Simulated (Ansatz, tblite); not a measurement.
# B15N15 wurtzite bond sphere (B15N15H34): one state, many levels

How do method and basis change the picture of B15N15 wurtzite bond sphere (B15N15H34) (singlet)?

The runs use Ansatz 0.2.0, Gaussian basis; as each input shows.

The runs, in order: GFN1-xTB, GFN2-xTB, PBE-D4/def2-SVP, r2SCAN-D4/def2-SVP.

1 further run of the same task is left out (set aside as unsound or not needed). Runs told in other sessions of the task aren't counted.

## (1) The relaxed structure

The geometry is that of the singlet, from an earlier relaxation (r2SCAN-D4/def2-SVP).

64 atoms, charge 0, spin multiplicity 1.

Bond lengths: B1–N2 1.602 Å, B1–N3 1.542 Å, B1–N16 1.579 Å, B1–H31 1.220 Å, N2–B7 1.582 Å, N2–H32 1.030 Å, N2–H33 1.022 Å, N3–B4 1.594 Å, N3–B17 1.591 Å, N3–H34 1.026 Å, B4–N6 1.547 Å, B4–N9 1.590 Å, B4–H35 1.241 Å, B5–N6 1.593 Å, B5–N18 1.579 Å, B5–H36 1.245 Å, B5–H37 1.218 Å, N6–B11 1.592 Å and more. Angles: N2–B1–N3 107.1°, N2–B1–N16 105.3°, N2–B1–H31 109.4°, N3–B1–N16 108.1°, N3–B1–H31 115.2°, N16–B1–H31 111.3°, B1–N2–B7 111.3°, B1–N2–H32 104.2°, B1–N2–H33 111.3°, B7–N2–H32 107.2°, B7–N2–H33 115.1°, H32–N2–H33 107.1°, B1–N3–B4 113.7°, B1–N3–B17 113.4°, B1–N3–H34 110.7°, B4–N3–B17 109.6°, B4–N3–H34 104.1°, B17–N3–H34 104.4° and more.

PBE0-D4/def2-SVP was run before; its log isn't repeated, and its numbers join the tables.

## (2) GFN1-xTB

Tight binding, by tblite at 300 K electronic temperature and without a spin-polarisation term:

```python
tblite.interface.Calculator('GFN1-xTB', numbers, positions, charge=0, uhf=0).singlepoint()
```

Energy -2401.4587 eV, HOMO -9.15 eV, LUMO -4.67 eV; 0.18 s.

## (3) GFN2-xTB

Tight binding, by tblite at 300 K electronic temperature and without a spin-polarisation term:

```python
tblite.interface.Calculator('GFN2-xTB', numbers, positions, charge=0, uhf=0).singlepoint()
```

Energy -2196.2720 eV, HOMO -8.25 eV, LUMO -1.50 eV; 0.14 s.

## (4) PBE-D4/def2-SVP

start.molden holds the orbitals of an earlier run on this state, given as this run's starting guess.

in.yaml

```yaml
crystal:
  periodic: [false, false, false]
  atoms:
    - {symbol: B, position_ang: [0.656968, -2.656363, -1.861416]}
    - {symbol: N, position_ang: [-0.622195, -1.849286, -2.390359]}
    - {symbol: N, position_ang: [0.644739, -2.564672, -0.322652]}
    - {symbol: B, position_ang: [-0.659490, -1.863716, 0.267012]}
    - {symbol: B, position_ang: [0.645505, -2.638062, 2.391216]}
    - {symbol: N, position_ang: [-0.601313, -1.833919, 1.812347]}
    - {symbol: B, position_ang: [-0.629939, -0.364809, -1.844139]}
    - {symbol: N, position_ang: [-1.913753, 0.380610, -2.390271]}
    - {symbol: N, position_ang: [-0.658028, -0.381092, -0.307204]}
    - {symbol: B, position_ang: [-1.944756, 0.355428, 0.267081]}
    - {symbol: B, position_ang: [-0.604782, -0.350320, 2.388408]}
    - {symbol: N, position_ang: [-1.889910, 0.391029, 1.812425]}
    - {symbol: B, position_ang: [-1.977287, 1.891756, -1.861287]}
    - {symbol: N, position_ang: [-1.903772, 1.835535, -0.322525]}
    - {symbol: B, position_ang: [-1.966887, 1.872644, 2.391379]}
    - {symbol: N, position_ang: [1.906993, -1.849406, -2.390022]}
    - {symbol: B, position_ang: [1.943199, -1.870176, 0.279978]}
    - {symbol: N, position_ang: [1.888178, -1.847668, 1.821671]}
    - {symbol: B, position_ang: [1.960816, -0.345460, -1.855941]}
    - {symbol: N, position_ang: [0.639291, 0.370313, -2.370202]}
    - {symbol: N, position_ang: [1.886816, -0.394097, -0.312422]}
    - {symbol: B, position_ang: [0.625925, 0.362510, 0.284733]}
    - {symbol: B, position_ang: [1.946684, -0.348770, 2.387175]}
    - {symbol: N, position_ang: [0.653440, 0.378424, 1.822002]}
    - {symbol: B, position_ang: [0.676016, 1.872763, -1.855928]}
    - {symbol: N, position_ang: [-0.655330, 2.574437, -2.389983]}
    - {symbol: N, position_ang: [0.597074, 1.832713, -0.312406]}
    - {symbol: B, position_ang: [-0.655165, 2.616163, 0.280054]}
    - {symbol: B, position_ang: [0.666298, 1.862031, 2.387176]}
    - {symbol: N, position_ang: [-0.662956, 2.557221, 1.821758]}
    - {symbol: H, position_ang: [0.637581, -3.789430, -2.313549]}
    - {symbol: H, position_ang: [-1.422218, -2.336048, -1.961967]}
    - {symbol: H, position_ang: [-0.723968, -1.938405, -3.403341]}
    - {symbol: H, position_ang: [0.637466, -3.500887, 0.096566]}
    - {symbol: H, position_ang: [-1.664705, -2.472992, -0.131301]}
    - {symbol: H, position_ang: [0.628036, -3.803132, 1.951599]}
    - {symbol: H, position_ang: [0.634232, -2.641633, 3.608954]}
    - {symbol: H, position_ang: [-1.424238, -2.302284, 2.191985]}
    - {symbol: H, position_ang: [-2.734017, -0.071168, -1.961836]}
    - {symbol: H, position_ang: [-2.041790, 0.336701, -3.403241]}
    - {symbol: H, position_ang: [-2.973470, -0.213303, -0.131201]}
    - {symbol: H, position_ang: [-0.649399, -0.376227, 3.600135]}
    - {symbol: H, position_ang: [-2.705684, -0.089673, 2.192085]}
    - {symbol: H, position_ang: [-2.969772, 2.438782, -2.313367]}
    - {symbol: H, position_ang: [-2.719436, 2.295127, 0.096702]}
    - {symbol: H, position_ang: [-2.986185, 2.437286, 1.951898]}
    - {symbol: H, position_ang: [-1.975470, 1.864571, 3.609116]}
    - {symbol: H, position_ang: [2.028917, -1.908337, -3.402265]}
    - {symbol: H, position_ang: [2.731215, -2.311831, -1.985921]}
    - {symbol: H, position_ang: [2.960072, -2.448690, -0.123571]}
    - {symbol: H, position_ang: [2.719744, -2.308883, 2.189519]}
    - {symbol: H, position_ang: [2.947161, 0.208803, -2.307154]}
    - {symbol: H, position_ang: [0.685340, 0.396983, -3.392592]}
    - {symbol: H, position_ang: [2.693263, 0.070162, 0.124852]}
    - {symbol: H, position_ang: [1.958148, -0.366186, 3.602730]}
    - {symbol: H, position_ang: [2.973229, 0.196497, 1.944682]}
    - {symbol: H, position_ang: [1.647551, 2.452564, -2.307176]}
    - {symbol: H, position_ang: [-0.645829, 2.709335, -3.402245]}
    - {symbol: H, position_ang: [-0.646262, 3.519549, -1.986098]}
    - {symbol: H, position_ang: [1.401095, 2.301202, 0.124812]}
    - {symbol: H, position_ang: [-0.650900, 3.786071, -0.123466]}
    - {symbol: H, position_ang: [0.656996, 1.880634, 3.602735]}
    - {symbol: H, position_ang: [1.650094, 2.481090, 1.944657]}
    - {symbol: H, position_ang: [-0.649179, 3.508029, 2.189606]}
basis:
  gaussian: {orbitals: def2-SVP, fitting: {mean_field: def2-universal-jkfit}, initial_orbitals: start.molden}
hamiltonian: {xc: pbe, dispersion: d4}
scf: {omitted_lower_state_checks: [starts]}
output: {forces: true, orbitals: {seedname: orbitals}}
```

Started as:

```console
> ansatz run in.yaml --threads 2 --pin off --events-out ev --progress --plain --max-ram 32768MiB --backend cuda --devices 0, --max-vram 18GiB
```

After this run come: r2SCAN-D4/def2-SVP.

**Question.** What will the summary of the whole plan be? Wanted: gap in def2-SVP, named functionals, smallest and largest; binding an atom, functionals in def2-SVP.

The runs gave:

| quantity | value |
| --- | --- |
| gap in def2-SVP, named functionals, smallest and largest | 3.24 eV (PBE-D4), 5.39 eV (PBE0-D4) |
| binding an atom, functionals in def2-SVP | 4.40 (r2SCAN-D4) to 4.52 eV (PBE-D4) |

Orbital gaps of the named functionals in def2-SVP span 3.24 eV (PBE-D4) to 5.39 eV (PBE0-D4); exact exchange widens it.
